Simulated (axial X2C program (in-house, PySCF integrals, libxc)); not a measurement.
**A two-component session on BeH: properties at the nuclei**

Wanted for BeH: properties at the nuclei, at the two-component level.

The runs use an in-house X2C program for linear molecules on PySCF integrals; two-component X2C with atomic mean-field terms, Be dyall-cv3z, H dyall-v3z.

All values are calculated.

### Step 1. Set-up

task.json reads:

```json
{"zs": [4, 1], "q": 0, "bas": ["dyall-cv3z", "dyall-v3z"], "r0": 1.34, "levels": ["PBE0", "HF", "LDA", "PBE50", "r2SCAN"], "nst": 3}
```

Keys: zs atomic numbers; q charge; bas basis sets; r0 starting distance in Å; levels methods (HF also brings MP2); nst determinants followed.

On the command line:

```console
python soeom.py task.json out
```

After this run come: Expectation values, lowest determinant; Expectation values, a higher determinant.

Before running it: what results should come out? Wanted: lowest determinant; Eeff magnitude; Ws magnitude Be; A∥/gI Be; qzz Be; higher determinant (for each run or level that gives them).

As calculated:

| quantity | value |
| --- | --- |
| lowest determinant | Ω = 1/2 (excess of +ω over −ω: ω = 1/2) |
| Eeff magnitude (GV/cm), PBE0 | 0.00224 |
| Ws magnitude Be (kHz), PBE0 | 0.0018 |
| A∥/gI Be (MHz), PBE0 | 250 |
| qzz Be (a.u.), PBE0 | -0.22 |
| higher determinant | Ω = 3/2 (excess of +ω over −ω: ω = 3/2) |
| Eeff magnitude (GV/cm), PBE0, higher determinant | 4.33e-05 |
| Ws magnitude Be (kHz), PBE0, higher determinant | 4.45e-06 |
| A∥/gI Be (MHz), PBE0, higher determinant | 43.4 |
| qzz Be (a.u.), PBE0, higher determinant | 0.04 |

In the first state, the effective field runs from 0.00219 to 0.00235 GV/cm over the mean-field levels. The expectation values come from single determinants, which for open shells can mix terms of unlike spin or miss the lowest Ω, so a determinant need not be a state. Eeff is the effective electric field on the electron dipole moment in this Ω state and Ws the scalar–pseudoscalar constant (defined with the proton number Z and per Ω); A∥ is the parallel hyperfine constant, which follows by multiplying with the nuclear g factor gI = μI/(I μN); qzz is the electric field gradient, eQq0 = 234.96 MHz × Q/barn × qzz; μ is positive if H is the positive end. The operators were transformed with the bare-nucleus X2C matrices.
